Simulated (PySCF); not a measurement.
# C7H16O (5-methyl-1-hexanol): the cost of one run

Computed with PySCF 2.14.0 and routines of our own; the level stands in each step. Atoms count from 0.

### 1 The starting structure

24 atoms, charge 0, multiplicity 1; geometry from: GFN2-xTB.

### 2 Optimising the geometry at PBE0-D3(BJ)/def2-SVP

Job settings and geometry (Å):

```
{"job": {"xc": "PBE0", "basis": "def2-SVP", "d3": "d3bj", "grid": 2, "kind": "geom"}, "charge": 0, "multiplicity": 1}
C     -2.276858     0.944098    -0.682430
C     -1.824492     0.030153     0.453968
C     -2.866211    -1.064527     0.682819
C     -0.461535    -0.607899     0.163895
C      0.686623     0.394708     0.067243
C      2.030676    -0.310849    -0.090774
C      3.187157     0.682053    -0.206222
O      4.439514     0.049484    -0.327897
H     -2.293413     0.397198    -1.622961
H     -1.613549     1.798032    -0.789083
H     -3.279215     1.319001    -0.487854
H     -1.740374     0.626575     1.369733
H     -2.573794    -1.711153     1.507414
H     -3.835061    -0.628859     0.916818
H     -2.973323    -1.675607    -0.211385
H     -0.525471    -1.173483    -0.768957
H     -0.234464    -1.317795     0.963218
H      0.533598     1.055290    -0.787834
H      0.707381     1.012283     0.967866
H      2.212493    -0.963103     0.765975
H      2.007232    -0.937807    -0.987615
H      3.255899     1.288637     0.699612
H      3.013609     1.355253    -1.059664
H      4.411842    -0.541917    -1.088403
```

On the command line:

```
OMP_NUM_THREADS=1 python excited_run.py task.json out
```

This one command runs all jobs of the session in turn.

Q: Estimate the wall time and peak memory of this first job on 1 thread of AMD EPYC 9R45, shared host.

About 38 s, with a peak of 0.87 GiB.
